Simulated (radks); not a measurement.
# H⁻ held by a Watson sphere

The task here is to estimate one member of a computed series from the others.

The numbers are computed with radks (a radial shooting solver on a logarithmic mesh, Libxc functionals) version 1 (non-relativistic Kohn-Sham, r2SCAN, spin-unpolarised, spherical densities, point nucleus), except any that are marked as measured or tabulated.

## The system

```
element       : hydrogen (Z = 1)
charge        : -1
electrons     : 2
configuration : [He]
```

The outer shells:

H⁻
```
1s [↑↓]
```

Set-up of the first run:

Input:

```text
Z 1
configuration [He]
relativity non-relativistic
functional r2scan,r2scan
spin unpolarised
nucleus point
watson charge 1 radius 1.5 bohr
```

Among the steps run: R = 1.5 bohr; R = 1.56 bohr; R = 2.44 bohr; R = 2.49 bohr; R = 2.69 bohr; R = 3.02 bohr.

One table of the session follows, with a row left open; its other results are not shown here.

| R (bohr) | highest level (eV) | its <r> (bohr) | sum of <r²> (bohr²) |
| --- | --- | --- | --- |
| 1.5 | -8.496 | 1.603 | 6.782 |
| 1.56 | -8.311 | 1.627 | 6.983 |
| 2.44 | -6.242 | 1.915 | 9.804 |
| 2.49 | ? | ? | ? |
| 2.69 | -5.808 | 1.981 | 10.55 |
| 3.02 | -5.305 | 2.058 | 11.49 |

**Question.** Estimate the row for R (bohr) = 2.49.

Worked estimate for «highest level (eV)». A straight line through the neighbours (2.44, -6.242) and (2.69, -5.808) gives -6.242 + (-5.808 + 6.242) × (2.49 − 2.44) / (2.69 − 2.44) = -6.155; a parabola fitted to 4 rows on both sides gives -6.153.

As computed: highest level (eV): -6.151; its <r> (bohr): 1.929; sum of <r²> (bohr²): 9.956. In «highest level (eV)» the line misses by -0.004 and the parabola by -0.002.

What this shows: From R = 1.5 to 3.02 bohr the top level moves from -8.496 to -5.305 eV and its mean radius from 1.60 to 2.06 bohr. A wider sphere makes a shallower well, so the ion swells.
